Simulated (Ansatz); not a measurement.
Born–Oppenheimer molecular dynamics of a periodic cell of 17 atoms, W₈C₈O (surface WC(001), adsorbate O). It starts from a relaxed structure.

Theory: Ansatz, DFT PBE, scalar-relativistic, plane waves, PAW. Settings: PAW set soft_1, cutoff 420 eV, k mesh 2x2x1, fermi-dirac smearing 0.05 eV, no spin polarisation.

```yaml
ensemble: NVT, Langevin thermostat
time_step: 1 fs
steps_asked: 130
set_temperature: 1400 K
friction: 1 /fs
atoms_held: 1, 5, 9, 13
seed: 736231
```

Frames 1 fs apart, positions in Å.

Velocities at 90.0 fs (Å/ps):

```
W 0.00 0.00 0.00
C -2.55 18.65 -2.92
W 4.40 6.58 2.15
C 7.30 -9.53 -9.12
W 0.00 0.00 0.00
C 8.76 -3.35 4.55
W 5.11 0.04 -1.10
C 12.96 4.38 -3.90
W 0.00 0.00 0.00
C -14.23 -18.01 -16.01
W 4.31 -1.13 -2.69
C 8.16 -5.33 10.88
W 0.00 0.00 0.00
C 2.73 -2.27 6.90
W 1.97 -0.42 -1.69
C 33.21 -1.91 -14.54
O -8.09 5.05 1.48
```

```xyz
17
Lattice="5.7041 0.0000 0.0000 -2.8520 4.9399 0.0000 0.0000 0.0000 15.2011" Properties=species:S:1:pos:R:3 time_fs=90.0 energy_less_start_eV=1.676 T=1989
W 0.000 0.000 1.000
C 1.475 0.853 2.284
W -0.019 0.020 3.893
C 1.455 0.823 5.018
W -1.426 2.470 1.000
C -0.055 3.328 2.400
W -1.399 2.386 3.849
C -0.040 3.347 5.084
W 2.852 0.000 1.000
C 4.200 0.826 2.215
W 2.911 -0.038 3.954
C 4.413 0.496 5.231
W 1.426 2.470 1.000
C 2.987 3.287 2.392
W 1.446 2.487 3.901
C 2.815 3.121 5.485
O 2.913 3.289 6.658
17
Lattice="5.7041 0.0000 0.0000 -2.8520 4.9399 0.0000 0.0000 0.0000 15.2011" Properties=species:S:1:pos:R:3 time_fs=91.0 energy_less_start_eV=1.771 T=1456
W 0.000 0.000 1.000
C 1.475 0.867 2.288
W -0.015 0.025 3.897
C 1.455 0.808 5.010
W -1.426 2.470 1.000
C -0.044 3.316 2.403
W -1.397 2.386 3.849
C -0.034 3.350 5.074
W 2.852 0.000 1.000
C 4.190 0.817 2.205
W 2.916 -0.040 3.954
C 4.416 0.490 5.237
W 1.426 2.470 1.000
C 2.986 3.285 2.402
W 1.447 2.486 3.900
C 2.840 3.121 5.471
O 2.914 3.290 6.660
17
Lattice="5.7041 0.0000 0.0000 -2.8520 4.9399 0.0000 0.0000 0.0000 15.2011" Properties=species:S:1:pos:R:3 time_fs=92.0 energy_less_start_eV=1.846 T=916
W 0.000 0.000 1.000
C 1.476 0.872 2.302
W -0.013 0.028 3.900
C 1.455 0.794 5.001
W -1.426 2.470 1.000
C -0.033 3.304 2.406
W -1.397 2.386 3.850
C -0.033 3.352 5.066
W 2.852 0.000 1.000
C 4.181 0.815 2.206
W 2.920 -0.042 3.957
C 4.423 0.482 5.243
W 1.426 2.470 1.000
C 2.979 3.284 2.413
W 1.448 2.486 3.900
C 2.853 3.124 5.465
O 2.921 3.293 6.665
17
Lattice="5.7041 0.0000 0.0000 -2.8520 4.9399 0.0000 0.0000 0.0000 15.2011" Properties=species:S:1:pos:R:3 time_fs=93.0 energy_less_start_eV=1.907 T=1479
W 0.000 0.000 1.000
C 1.477 0.866 2.309
W -0.010 0.033 3.901
C 1.460 0.792 5.001
W -1.426 2.470 1.000
C -0.027 3.306 2.405
W -1.399 2.384 3.851
C -0.031 3.351 5.068
W 2.852 0.000 1.000
C 4.175 0.812 2.211
W 2.923 -0.040 3.959
C 4.434 0.480 5.258
W 1.426 2.470 1.000
C 2.981 3.280 2.417
W 1.447 2.486 3.899
C 2.859 3.114 5.463
O 2.930 3.299 6.661
17
Lattice="5.7041 0.0000 0.0000 -2.8520 4.9399 0.0000 0.0000 0.0000 15.2011" Properties=species:S:1:pos:R:3 time_fs=94.0 energy_less_start_eV=1.957 T=1088
W 0.000 0.000 1.000
C 1.480 0.855 2.312
W -0.008 0.036 3.901
C 1.459 0.794 5.008
W -1.426 2.470 1.000
C -0.025 3.313 2.405
W -1.403 2.381 3.852
C -0.029 3.346 5.074
W 2.852 0.000 1.000
C 4.168 0.810 2.211
W 2.924 -0.037 3.962
C 4.436 0.479 5.268
W 1.426 2.470 1.000
C 2.992 3.272 2.417
W 1.446 2.485 3.897
C 2.860 3.095 5.459
O 2.946 3.296 6.648
17
Lattice="5.7041 0.0000 0.0000 -2.8520 4.9399 0.0000 0.0000 0.0000 15.2011" Properties=species:S:1:pos:R:3 time_fs=95.0 energy_less_start_eV=1.996 T=1189
W 0.000 0.000 1.000
C 1.485 0.850 2.324
W -0.008 0.038 3.900
C 1.465 0.797 5.010
W -1.426 2.470 1.000
C -0.014 3.319 2.404
W -1.404 2.379 3.853
C -0.021 3.343 5.071
W 2.852 0.000 1.000
C 4.163 0.811 2.207
W 2.923 -0.034 3.968
C 4.430 0.480 5.260
W 1.426 2.470 1.000
C 3.002 3.261 2.415
W 1.446 2.483 3.897
C 2.855 3.091 5.450
O 2.956 3.294 6.637
17
Lattice="5.7041 0.0000 0.0000 -2.8520 4.9399 0.0000 0.0000 0.0000 15.2011" Properties=species:S:1:pos:R:3 time_fs=96.0 energy_less_start_eV=2.051 T=895
W 0.000 0.000 1.000
C 1.495 0.847 2.334
W -0.008 0.039 3.899
C 1.476 0.791 5.016
W -1.426 2.470 1.000
C 0.002 3.326 2.398
W -1.403 2.377 3.852
C -0.010 3.347 5.060
W 2.852 0.000 1.000
C 4.162 0.818 2.205
W 2.923 -0.033 3.970
C 4.424 0.481 5.253
W 1.426 2.470 1.000
C 3.009 3.246 2.408
W 1.448 2.482 3.896
C 2.855 3.096 5.447
O 2.956 3.298 6.635
17
Lattice="5.7041 0.0000 0.0000 -2.8520 4.9399 0.0000 0.0000 0.0000 15.2011" Properties=species:S:1:pos:R:3 time_fs=97.0 energy_less_start_eV=2.096 T=1569
W 0.000 0.000 1.000
C 1.502 0.847 2.338
W -0.007 0.039 3.897
C 1.483 0.778 5.021
W -1.426 2.470 1.000
C 0.004 3.328 2.402
W -1.401 2.376 3.848
C -0.009 3.352 5.052
W 2.852 0.000 1.000
C 4.169 0.815 2.206
W 2.917 -0.033 3.973
C 4.425 0.482 5.249
W 1.426 2.470 1.000
C 3.014 3.241 2.401
W 1.450 2.481 3.893
C 2.869 3.100 5.449
O 2.954 3.304 6.640
17
Lattice="5.7041 0.0000 0.0000 -2.8520 4.9399 0.0000 0.0000 0.0000 15.2011" Properties=species:S:1:pos:R:3 time_fs=98.0 energy_less_start_eV=2.118 T=1201
W 0.000 0.000 1.000
C 1.507 0.855 2.334
W -0.006 0.038 3.897
C 1.483 0.775 5.022
W -1.426 2.470 1.000
C 0.003 3.324 2.406
W -1.399 2.375 3.842
C -0.017 3.359 5.049
W 2.852 0.000 1.000
C 4.171 0.803 2.212
W 2.912 -0.033 3.976
C 4.430 0.480 5.236
W 1.426 2.470 1.000
C 3.025 3.241 2.390
W 1.451 2.481 3.893
C 2.876 3.103 5.457
O 2.964 3.305 6.642
17
Lattice="5.7041 0.0000 0.0000 -2.8520 4.9399 0.0000 0.0000 0.0000 15.2011" Properties=species:S:1:pos:R:3 time_fs=99.0 energy_less_start_eV=2.131 T=1629
W 0.000 0.000 1.000
C 1.514 0.859 2.335
W -0.005 0.036 3.899
C 1.474 0.779 5.022
W -1.426 2.470 1.000
C 0.009 3.323 2.396
W -1.400 2.373 3.839
C -0.018 3.369 5.050
W 2.852 0.000 1.000
C 4.170 0.808 2.216
W 2.911 -0.035 3.974
C 4.435 0.483 5.223
W 1.426 2.470 1.000
C 3.039 3.244 2.369
W 1.452 2.482 3.894
C 2.867 3.108 5.468
O 2.977 3.295 6.641
17
Lattice="5.7041 0.0000 0.0000 -2.8520 4.9399 0.0000 0.0000 0.0000 15.2011" Properties=species:S:1:pos:R:3 time_fs=100.0 energy_less_start_eV=2.077 T=1034
W 0.000 0.000 1.000
C 1.519 0.858 2.345
W -0.007 0.032 3.902
C 1.470 0.787 5.018
W -1.426 2.470 1.000
C 0.014 3.316 2.378
W -1.401 2.370 3.837
C -0.014 3.373 5.055
W 2.852 0.000 1.000
C 4.177 0.818 2.218
W 2.910 -0.037 3.971
C 4.437 0.494 5.215
W 1.426 2.470 1.000
C 3.042 3.245 2.354
W 1.455 2.481 3.894
C 2.865 3.111 5.472
O 2.980 3.291 6.636
17
Lattice="5.7041 0.0000 0.0000 -2.8520 4.9399 0.0000 0.0000 0.0000 15.2011" Properties=species:S:1:pos:R:3 time_fs=101.0 energy_less_start_eV=1.986 T=995
W 0.000 0.000 1.000
C 1.518 0.852 2.343
W -0.008 0.029 3.906
C 1.469 0.796 5.013
W -1.426 2.470 1.000
C 0.014 3.303 2.362
W -1.401 2.370 3.836
C -0.016 3.369 5.059
W 2.852 0.000 1.000
C 4.182 0.811 2.216
W 2.909 -0.037 3.969
C 4.442 0.513 5.216
W 1.426 2.470 1.000
C 3.045 3.245 2.355
W 1.457 2.480 3.895
C 2.880 3.113 5.479
O 2.976 3.290 6.630
```

Of the whole run (130 fs, mean temperature of the second half 1356 K): A run of 0.13 ps of so small a system gives no equilibrium averages. The friction is so strong that the motion is overdamped, so the time scale means little. Limits of this set-up: coarse k mesh, thin slab, slab without dipole correction, open-shell adsorbate without spin.

Time of the run: 20 min on 1 thread of Arm Neoverse V1, on a shared host, peak memory 0.73 GiB.
